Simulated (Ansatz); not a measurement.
# C₅H₁₅O₅Ta: a ladder of functionals and wavefunction methods

The task here is to estimate one member of a computed series from the others.

Program: Ansatz 0.2.0, Gaussian basis. Level of theory: functionals in def2-TZVPP, the program's frozen cores in correlated methods. These are calculated values, not measurements.

The runs, in order: LDA (SPW92), PBE-D4, revPBE-D4, BLYP-D4, r2SCAN-D4, B97M-V, PBE0-D4, B3LYP-D4, r2SCANh-D4, r2SCAN0-D4, HSE06-D4, BHLYP-D4, CAM-B3LYP-D4, LC-ωPBE, ωB97X-V, ωB97M-V, B2PLYP, PBE-QIDH; CCSD(T)/def2-SVP; CCSD(T)/def2-TZVPP; MP2/def2-QZVPP; extrapolation to the limit; RPA on PBE.

### The geometry

The geometry comes from an earlier relaxation with PBE0-D4 in a triple-zeta def2 set; it is a stationary point, not always the lowest conformer. Ta takes the def2 core potential; no spin-orbit term is included.

26 atoms, charge 0, spin multiplicity 1.

Atoms are counted from 1 here; the program's logs count them from 0.

Bond lengths: C1–O2 1.398 Å, C1–H12 1.095 Å, C1–H13 1.095 Å, C1–H14 1.095 Å, O2–Ta3 1.919 Å, Ta3–O4 1.923 Å, Ta3–O6 1.918 Å, Ta3–O8 1.896 Å, Ta3–O10 1.909 Å, O4–C5 1.388 Å, C5–H15 1.095 Å, C5–H16 1.097 Å, C5–H17 1.097 Å, O6–C7 1.397 Å, C7–H18 1.095 Å, C7–H19 1.095 Å, C7–H20 1.095 Å, O8–C9 1.398 Å and more. Angles: O2–C1–H12 110.1°, O2–C1–H13 111.4°, O2–C1–H14 109.6°, H12–C1–H13 108.8°, H12–C1–H14 108.2°, H13–C1–H14 108.6°, C1–O2–Ta3 135.4°, O2–Ta3–O4 85.8°, O2–Ta3–O6 122.7°, O2–Ta3–O8 118.3°, O2–Ta3–O10 90.4°, O4–Ta3–O6 89.4°, O4–Ta3–O8 92.4°, O4–Ta3–O10 172.3°, O6–Ta3–O8 118.9°, O6–Ta3–O10 86.9°, O8–Ta3–O10 95.4°, Ta3–O4–C5 144.0° and more.

Coordinates:

```mol
C5H15O5Ta
  3D, bonds by distance, orders not assigned

 26 25  0  0  0  0  0  0  0  0999 V2000
    0.0608   -2.9543   -0.5963 C   0  0
   -0.4556   -1.7370   -0.1439 O   0  0
    0.2620    0.0086    0.2019 Ta  0  0
   -1.5510    0.5249    0.5796 O   0  0
   -2.8813    0.1933    0.3620 C   0  0
    0.3511    1.3769   -1.1397 O   0  0
   -0.4730    2.4229   -1.5616 C   0  0
    0.8279    0.4162    1.9649 O   0  0
    0.2583    0.8810    3.1545 C   0  0
    1.9783   -0.5597   -0.4099 O   0  0
    2.9143   -0.5428   -1.4328 C   0  0
   -0.3378   -3.1867   -1.5897 H   0  0
    1.1543   -2.9293   -0.6524 H   0  0
   -0.2356   -3.7564    0.0872 H   0  0
   -3.4772    0.4057    1.2562 H   0  0
   -2.9717   -0.8734    0.1239 H   0  0
   -3.3004    0.7719   -0.4700 H   0  0
   -0.7714    2.2675   -2.6038 H   0  0
    0.0710    3.3711   -1.4999 H   0  0
   -1.3741    2.4963   -0.9432 H   0  0
    0.3580    0.1205    3.9349 H   0  0
    0.7790    1.7852    3.4840 H   0  0
   -0.8033    1.1120    3.0160 H   0  0
    2.8645   -1.4626   -2.0275 H   0  0
    3.9242   -0.4595   -1.0178 H   0  0
    2.7345    0.3114   -2.0968 H   0  0
  1  2  8  0
  2  3  8  0
  3  4  8  0
  4  5  8  0
  3  6  8  0
  6  7  8  0
  3  8  8  0
  8  9  8  0
  3 10  8  0
 10 11  8  0
  1 12  8  0
  1 13  8  0
  1 14  8  0
  5 15  8  0
  5 16  8  0
  5 17  8  0
  7 18  8  0
  7 19  8  0
  7 20  8  0
  9 21  8  0
  9 22  8  0
  9 23  8  0
 11 24  8  0
 11 25  8  0
 11 26  8  0
M  END
```

The first run:

Contents of in.yaml:

```yaml
crystal:
  periodic: [false, false, false]
  atoms:
    - {symbol: C, position_ang: [0.060831, -2.954320, -0.596336]}
    - {symbol: O, position_ang: [-0.455558, -1.737031, -0.143920]}
    - {symbol: Ta, position_ang: [0.262002, 0.008648, 0.201919]}
    - {symbol: O, position_ang: [-1.550980, 0.524948, 0.579590]}
    - {symbol: C, position_ang: [-2.881300, 0.193349, 0.362040]}
    - {symbol: O, position_ang: [0.351078, 1.376938, -1.139684]}
    - {symbol: C, position_ang: [-0.472982, 2.422907, -1.561606]}
    - {symbol: O, position_ang: [0.827895, 0.416213, 1.964871]}
    - {symbol: C, position_ang: [0.258348, 0.881039, 3.154473]}
    - {symbol: O, position_ang: [1.978261, -0.559674, -0.409883]}
    - {symbol: C, position_ang: [2.914317, -0.542763, -1.432844]}
    - {symbol: H, position_ang: [-0.337768, -3.186731, -1.589658]}
    - {symbol: H, position_ang: [1.154328, -2.929350, -0.652430]}
    - {symbol: H, position_ang: [-0.235610, -3.756370, 0.087242]}
    - {symbol: H, position_ang: [-3.477230, 0.405682, 1.256177]}
    - {symbol: H, position_ang: [-2.971673, -0.873362, 0.123888]}
    - {symbol: H, position_ang: [-3.300429, 0.771919, -0.469998]}
    - {symbol: H, position_ang: [-0.771369, 2.267468, -2.603829]}
    - {symbol: H, position_ang: [0.070990, 3.371148, -1.499926]}
    - {symbol: H, position_ang: [-1.374145, 2.496261, -0.943249]}
    - {symbol: H, position_ang: [0.358013, 0.120541, 3.934913]}
    - {symbol: H, position_ang: [0.778998, 1.785216, 3.484009]}
    - {symbol: H, position_ang: [-0.803326, 1.112006, 3.015981]}
    - {symbol: H, position_ang: [2.864452, -1.462617, -2.027486]}
    - {symbol: H, position_ang: [3.924222, -0.459496, -1.017771]}
    - {symbol: H, position_ang: [2.734532, 0.311430, -2.096784]}
basis:
  gaussian: {orbitals: def2-TZVPP}
hamiltonian: {xc: lda}
output: {orbitals: {seedname: orbitals}}
```

The run is started by

```sh
$ ansatz run in.yaml --threads 11 --pin off --events-out ev --progress --plain --max-ram 120832MiB --backend cuda --devices 0, --max-vram 75GiB
```

Among the steps run: LDA; PBE-D4 (GGA); revPBE-D4 (GGA); BLYP-D4 (GGA); r2SCAN-D4 (meta-GGA); B97M-V (meta-GGA); PBE0-D4 (hybrid); B3LYP-D4 (hybrid); r2SCANh-D4 (hybrid); r2SCAN0-D4 (hybrid); HSE06-D4 (hybrid); BHLYP-D4 (hybrid); CAM-B3LYP-D4 (range-separated); LC-ωPBE (range-separated); ωB97X-V (range-separated); ωB97M-V (range-separated); B2PLYP (double hybrid); PBE-QIDH (double hybrid).

One of the session's tables, all rows but one given; the rest of the session is left out.

It belongs to the step «Orbital energies across the functionals». 

| functional | HOMO (eV) | gap (eV) |
| --- | --- | --- |
| LDA (SPW92) | ? | ? |
| PBE-D4 | -6.11 | 4.99 |
| revPBE-D4 | -6.04 | 5.01 |
| BLYP-D4 | -6.01 | 5.03 |
| r2SCAN-D4 | -6.43 | 5.48 |
| B97M-V | -6.58 | 5.61 |
| PBE0-D4 | -7.64 | 7.38 |
| B3LYP-D4 | -7.40 | 6.93 |
| r2SCANh-D4 | -7.00 | 6.37 |
| r2SCAN0-D4 | -7.87 | 7.73 |
| HSE06-D4 | -7.23 | 6.59 |
| BHLYP-D4 | -9.13 | 9.92 |
| CAM-B3LYP-D4 | -9.07 | 9.96 |
| LC-ωPBE | -10.37 | 12.48 |
| ωB97X-V | -10.07 | 12.04 |
| ωB97M-V | -10.02 | 11.74 |

**Question.** Estimate the row for LDA (SPW92).

As computed: HOMO (eV): -6.26; gap (eV): 4.94. In the column «HOMO (eV)» it lies between r2SCAN-D4 (-6.43) and PBE-D4 (-6.11).
